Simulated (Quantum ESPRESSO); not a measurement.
# InTe2 (F-43m) in Quantum ESPRESSO: notebook

One crystal, InTe2, is run at these levels: LDA, PBE; tasks: phonons.

Everything below comes from runs of Quantum ESPRESSO 7.5. Logs are shortened: lines on timing, memory, paths and dates and some standing lists are left out, and cuts for length are marked.

### 1 Starting point

The structure is cubic, space group F-43m (No. 216). Conventional cell: a = 7.260 Å, b = 7.260 Å, c = 7.260 Å, α = 90.00°, β = 90.00°, γ = 90.00°. Around In (site symmetry -43m) lie 4 Te at 3.14 Å. Te (site symmetry -43m) is surrounded by 4 In at 3.14 Å and 4 Te at 3.14 Å. Te (site symmetry -43m) has 4 Te at 3.14 Å as nearest neighbours.

The cell was built by a generator and needn't be a form met in nature.

### 2 Phonons, LDA

Contents of pw.in:

```
&CONTROL
  calculation = 'scf'
  prefix = 'pwscf'
  outdir = './tmp'
  pseudo_dir = './pseudo'
  tprnfor = .true.
  tstress = .true.
  disk_io = 'low'
/
&SYSTEM
  ibrav = 0
  nat = 3
  ntyp = 2
  ecutwfc = 56
  ecutrho = 448
  nbnd = 19
  occupations = 'smearing'
  smearing = 'fd'
  degauss = 0.00367493
/
&ELECTRONS
  conv_thr = 6d-10
  electron_maxstep = 120
  mixing_beta = 0.5
/
ATOMIC_SPECIES
In   114.8180 in_lda_v1.4.uspp.F.UPF
Te   127.6000 te_lda_v1.uspp.F.UPF
CELL_PARAMETERS angstrom
   0.0000000000    3.6300939000    3.6300939000
   3.6300939000    0.0000000000    3.6300939000
   3.6300939000    3.6300939000    0.0000000000
ATOMIC_POSITIONS crystal
In     0.7500000000    0.7500000000    0.7500000000
Te     0.0000000000    0.0000000000    0.0000000000
Te     0.2500000000    0.2500000000    0.2500000000
K_POINTS automatic
2 2 2 1 1 1
```

Contents of relax.in:

```
&CONTROL
  calculation = 'vc-relax'
  prefix = 'pwscf'
  outdir = './tmp'
  pseudo_dir = './pseudo'
  tprnfor = .true.
  tstress = .true.
  disk_io = 'low'
  nstep = 40
  forc_conv_thr = 0.0001
  etot_conv_thr = 1d-06
/
&SYSTEM
  ibrav = 0
  nat = 3
  ntyp = 2
  ecutwfc = 56
  ecutrho = 448
  nbnd = 19
  occupations = 'smearing'
  smearing = 'fd'
  degauss = 0.00367493
/
&ELECTRONS
  conv_thr = 6d-10
  electron_maxstep = 120
  mixing_beta = 0.5
/
&IONS
  ion_dynamics = 'bfgs'
/
&CELL
  cell_dynamics = 'bfgs'
  press = 0
  press_conv_thr = 0.2
/
ATOMIC_SPECIES
In   114.8180 in_lda_v1.4.uspp.F.UPF
Te   127.6000 te_lda_v1.uspp.F.UPF
CELL_PARAMETERS angstrom
   0.0000000000    3.6300939000    3.6300939000
   3.6300939000    0.0000000000    3.6300939000
   3.6300939000    3.6300939000    0.0000000000
ATOMIC_POSITIONS crystal
In     0.7500000000    0.7500000000    0.7500000000
Te     0.0000000000    0.0000000000    0.0000000000
Te     0.2500000000    0.2500000000    0.2500000000
K_POINTS automatic
2 2 2 1 1 1
```

Contents of scf2.in:

```
&CONTROL
  calculation = 'scf'
  prefix = 'pwscf'
  outdir = './tmp'
  pseudo_dir = './pseudo'
  tprnfor = .true.
  tstress = .true.
  disk_io = 'low'
/
&SYSTEM
  ibrav = 0
  nat = 3
  ntyp = 2
  ecutwfc = 56
  ecutrho = 448
  nbnd = 19
  occupations = 'smearing'
  smearing = 'fd'
  degauss = 0.00367493
/
&ELECTRONS
  conv_thr = 1d-13
  electron_maxstep = 120
  mixing_beta = 0.5
  startingpot = 'file'
  startingwfc = 'file'
/
ATOMIC_SPECIES
In   114.8180 in_lda_v1.4.uspp.F.UPF
Te   127.6000 te_lda_v1.uspp.F.UPF
CELL_PARAMETERS angstrom
   0.0000000000    3.6466959224    3.6466959224
   3.6466959224    0.0000000000    3.6466959224
   3.6466959224    3.6466959224    0.0000000000
ATOMIC_POSITIONS crystal
In     0.7500000000    0.7500000000    0.7500000000
Te     0.0000000000    0.0000000000    0.0000000000
Te     0.2500000000    0.2500000000    0.2500000000
K_POINTS automatic
2 2 2 1 1 1
```

Contents of ph.in:

```
phonons of InTe2
&INPUTPH
  prefix = 'pwscf'
  outdir = './tmp'
  tr2_ph = 1d-18
  fildyn = 'dyn'
  niter_ph = 90
  alpha_mix(1) = 0.4
/
0.0000000000 0.0000000000 0.0000000000
```

Contents of dynmat.in:

```
&INPUT
  fildyn = 'dyn'
  asr = 'crystal'
  filout = 'dynmat.disp'
  fileig = 'dynmat.eig'
/
```

Potentials or basis: GBRV 1.5 LDA.

Run with:

```bash
> OMP_NUM_THREADS=1 pw.x -in pw.in > pw.out
> OMP_NUM_THREADS=1 pw.x -in relax.in > relax.out
> OMP_NUM_THREADS=1 pw.x -in scf2.in > scf2.out
> OMP_NUM_THREADS=1 ph.x -in ph.in > ph.out
> OMP_NUM_THREADS=1 dynmat.x -in dynmat.in > dynmat.out
```

pw.out:

```text
This program is part of the open-source Quantum ESPRESSO suite
     for quantum simulation of materials; please cite
[... 9 lines left out ...]
     --------------------
     sticks:   dense  smooth     PW     G-vecs:    dense   smooth      PW
     Sum        2905    1459    397               103619    36661    5209

     Using Slab Decomposition

     bravais-lattice index     =            0
     lattice parameter (alat)  =       9.7013  a.u.
     unit-cell volume          =     645.6248 (a.u.)^3
     number of atoms/cell      =            3
     number of atomic types    =            2
     number of electrons       =        25.00
     number of Kohn-Sham states=           19
     kinetic-energy cutoff     =      56.0000  Ry
     charge density cutoff     =     448.0000  Ry
     scf convergence threshold =      6.0E-10
     mixing beta               =       0.5000
     number of iterations used =            8  plain     mixing
     Exchange-correlation= SLA  PZ   NOGX NOGC
                           (   1   1   0   0   0   0   0)

     celldm(1)=   9.701340  celldm(2)=   0.000000  celldm(3)=   0.000000
     celldm(4)=   0.000000  celldm(5)=   0.000000  celldm(6)=   0.000000

[... 8 lines left out ...]
               b(3) = (  0.707107  0.707107 -0.707107 )

     PseudoPot. # 1 for In read from file:
     in_lda_v1.4.uspp.F.UPF
     Pseudo is Ultrasoft + core correction, Zval = 13.0
     Generated by new atomic code, or converted to UPF format
     Using radial grid of  889 points,  6 beta functions with:
                l(1) =   0
                l(2) =   0
                l(3) =   1
                l(4) =   1
                l(5) =   2
                l(6) =   2
     Q(r) pseudized with  6 coefficients,  rinner =    1.400   1.400   1.400
                                                       1.400   1.400

     PseudoPot. # 2 for Te read from file:
     te_lda_v1.uspp.F.UPF
     Pseudo is Ultrasoft + core correction, Zval =  6.0
     Generated by new atomic code, or converted to UPF format
     Using radial grid of  891 points,  5 beta functions with:
                l(1) =   0
                l(2) =   0
                l(3) =   1
                l(4) =   1
                l(5) =   2
     Q(r) pseudized with  6 coefficients,  rinner =    1.800   1.800   1.800
                                                       1.800   1.800

     atomic species   valence    mass     pseudopotential
     In               13.00   114.81800     In( 1.00)
     Te                6.00   127.60000     Te( 1.00)

     24 Sym. Ops. (no inversion) found

   Cartesian axes

     site n.     atom                  positions (alat units)
         1        In     tau(   1) = (   1.0606602   1.0606602   1.0606602  )
         2        Te     tau(   2) = (   0.0000000   0.0000000   0.0000000  )
         3        Te     tau(   3) = (   0.3535534   0.3535534   0.3535534  )

     number of k points=     2  Fermi-Dirac smearing, width (Ry)=  0.0037
                       cart. coord. in units 2pi/alat
        k(    1) = (   0.1767767   0.1767767   0.1767767), wk =   0.5000000
        k(    2) = (  -0.1767767  -0.1767767   0.5303301), wk =   1.5000000

     Dense  grid:   103619 G-vectors     FFT dimensions: (  72,  72,  72)

     Smooth grid:    36661 G-vectors     FFT dimensions: (  48,  48,  48)

     Initial potential from superposition of free atoms

     starting charge      23.4996, renormalised to      25.0000
     Starting wfcs are   17 randomized atomic wfcs +    2 random wfcs

     Self-consistent Calculation

     iteration #  1     ecut=    56.00 Ry     beta= 0.50
     Davidson diagonalization with overlap
     ethr =  1.00E-02,  avg # of iterations =  7.5

     total energy              =    -185.86283944 Ry
     estimated scf accuracy    <       0.92592278 Ry

     iteration #  2     ecut=    56.00 Ry     beta= 0.50
     Davidson diagonalization with overlap
     ethr =  3.70E-03,  avg # of iterations =  2.0

     total energy              =    -186.12907851 Ry
     estimated scf accuracy    <       0.08670330 Ry

     iteration #  3     ecut=    56.00 Ry     beta= 0.50
     Davidson diagonalization with overlap
     ethr =  3.47E-04,  avg # of iterations =  4.0

     total energy              =    -186.14736871 Ry
     estimated scf accuracy    <       0.00325495 Ry

     iteration #  4     ecut=    56.00 Ry     beta= 0.50
     Davidson diagonalization with overlap
     ethr =  1.30E-05,  avg # of iterations =  4.5

     total energy              =    -186.14801400 Ry
     estimated scf accuracy    <       0.00065098 Ry

     iteration #  5     ecut=    56.00 Ry     beta= 0.50
     Davidson diagonalization with overlap
     ethr =  2.60E-06,  avg # of iterations =  2.0

     total energy              =    -186.14808537 Ry
     estimated scf accuracy    <       0.00007383 Ry

     iteration #  6     ecut=    56.00 Ry     beta= 0.50
     Davidson diagonalization with overlap
     ethr =  2.95E-07,  avg # of iterations =  4.0

     total energy              =    -186.14809911 Ry
     estimated scf accuracy    <       0.00000203 Ry

     iteration #  7     ecut=    56.00 Ry     beta= 0.50
     Davidson diagonalization with overlap
     ethr =  8.11E-09,  avg # of iterations =  4.5

     total energy              =    -186.14810111 Ry
     estimated scf accuracy    <       0.00000050 Ry

     iteration #  8     ecut=    56.00 Ry     beta= 0.50
     Davidson diagonalization with overlap
     ethr =  2.00E-09,  avg # of iterations =  2.0

     total energy              =    -186.14810119 Ry
     estimated scf accuracy    <       0.00000001 Ry

     iteration #  9     ecut=    56.00 Ry     beta= 0.50
     Davidson diagonalization with overlap
     ethr =  5.88E-11,  avg # of iterations =  3.0

     total energy              =    -186.14810120 Ry
     estimated scf accuracy    <          7.3E-10 Ry

     iteration # 10     ecut=    56.00 Ry     beta= 0.50
     Davidson diagonalization with overlap
     ethr =  2.90E-12,  avg # of iterations =  4.5

     End of self-consistent calculation

          k = 0.1768 0.1768 0.1768 (  4576 PWs)   bands (ev):

    -7.5976  -7.5676  -7.5676  -7.5467  -7.5467  -6.2391  -3.0160   1.7114
     3.0447   3.0447   4.4981   5.5154   5.5154   7.0523   9.3648   9.3648
     9.8241  13.6305  13.7523

          k =-0.1768-0.1768 0.5303 (  4560 PWs)   bands (ev):

    -7.6236  -7.5666  -7.5603  -7.5574  -7.5444  -5.4390  -4.0327   0.5741
     2.2144   3.0611   4.8186   6.1540   6.8722   8.1022   9.5060  10.3035
    10.6736  13.3910  13.4100

     the Fermi energy is     6.8365 ev

!    total energy              =    -186.14810120 Ry
     estimated scf accuracy    <          1.6E-10 Ry
     smearing contrib. (-TS)   =      -0.00362065 Ry
     internal energy E=F+TS    =    -186.14448055 Ry

     The total energy is F=E-TS. E is the sum of the following terms:
     one-electron contribution =     -58.38733701 Ry
     hartree contribution      =      44.47222052 Ry
     xc contribution           =     -65.97453201 Ry
     ewald contribution        =    -106.25483205 Ry

     convergence has been achieved in  10 iterations

     Forces acting on atoms (cartesian axes, Ry/au):

     atom    1 type  1   force =     0.00000000   -0.00000000    0.00000000
     atom    2 type  2   force =     0.00000000    0.00000000    0.00000000
     atom    3 type  2   force =     0.00000000    0.00000000    0.00000000

     Total force =     0.000000     Total SCF correction =     0.000000

     Computing stress (Cartesian axis) and pressure

          total   stress  (Ry/bohr**3)                   (kbar)     P=        5.39
   0.00003665  -0.00000000  -0.00000000            5.39       -0.00       -0.00
  -0.00000000   0.00003665  -0.00000000           -0.00        5.39       -0.00
  -0.00000000  -0.00000000   0.00003665           -0.00       -0.00        5.39

=------------------------------------------------------------------------------=
   JOB DONE.
=------------------------------------------------------------------------------=
```

relax.out:

```text
This program is part of the open-source Quantum ESPRESSO suite
     for quantum simulation of materials; please cite
[... 9 lines left out ...]
     --------------------
     sticks:   dense  smooth     PW     G-vecs:    dense   smooth      PW
     Sum        2905    1459    397               103619    36661    5209
[... 1034 lines left out ...]
  -0.00000111   0.00000000   0.00000000           -0.16        0.00        0.00
   0.00000000  -0.00000111  -0.00000000            0.00       -0.16       -0.00
   0.00000000  -0.00000000  -0.00000111            0.00       -0.00       -0.16

=------------------------------------------------------------------------------=
   JOB DONE.
=------------------------------------------------------------------------------=
```

It took 4.9 min on 1 thread of Intel Xeon Platinum 8375C at 2.90GHz (Ice Lake), shared host; peak memory 0.42 GiB.

What came out:

| Property | Result |
| --- | --- |
| Free energy | -2532.6767 eV |
| Relaxed volume | 32.33 Å³/atom |
| Relaxed cell | a = 5.157 Å, b = 5.157 Å, c = 5.157 Å, α = 60.00°, β = 60.00°, γ = 60.00° |
| Space group after relaxing (to 0.05 Å) | F-43m (No. 216) |
| Pressure after relaxing | 0.0 GPa |
| Band gap on the k mesh | none (metal or under the smearing width) |
| Highest phonon frequency at Γ | 55 cm⁻¹ |
| Most unstable mode | 135i cm⁻¹ |

The path:
| step | energy change (eV) | largest force (eV/Å) | pressure (GPa) | volume (Å³) |
| --- | --- | --- | --- | --- |
| 1 | 0.0000 | 0.0000 | 0.54 | 95.67 |
| 2 | -0.0008 | 0.0000 | 0.43 | 95.93 |
| 3 | -0.0015 | 0.0000 | 0.31 | 96.22 |
| 4 | -0.0021 | 0.0000 | 0.13 | 96.66 |
| 5 | -0.0023 | 0.0000 | 0.00 | 96.99 |
| 6 | -0.0023 | 0.0000 | 0.00 | 96.99 |

Final structure:
```xyz
3
Lattice="0.0000 3.6467 3.6467 3.6467 0.0000 3.6467 3.6467 3.6467 0.0000" Properties=species:S:1:pos:R:3 pbc="T T T"
In    5.4700    5.4700    5.4700
Te    0.0000    0.0000    0.0000
Te    1.8233    1.8233    1.8233
```

Levels at points of the mesh, in eV from the Fermi level:
| k point | band 10 | band 11 | band 12 | band 13 | band 14 | band 15 |
| --- | --- | --- | --- | --- | --- | --- |
| (0.25, 0.25, 0.25) | -3.74 | -2.34 | -1.30 | -1.30 | 0.20 | 2.53 |

Phonon frequencies in cm⁻¹ (negative: imaginary):
```csv
q point,frequencies
"(0.000, 0.000, 0.000)",-135 -135 -135 -6 -6 -6 55 55 55
```

Optical modes at Γ, degenerate ones joined:
```
cm⁻¹  components  symmetry     active in
135i           3        T2  IR and Raman
  55           3        T2  IR and Raman
```

Caveat: the k mesh is coarse (spacing up to 0.75 Å⁻¹), so the values aren't converged; the mesh is thin for the phonons of a metal; some modes are imaginary.

(Continued in part 2 of 2.)
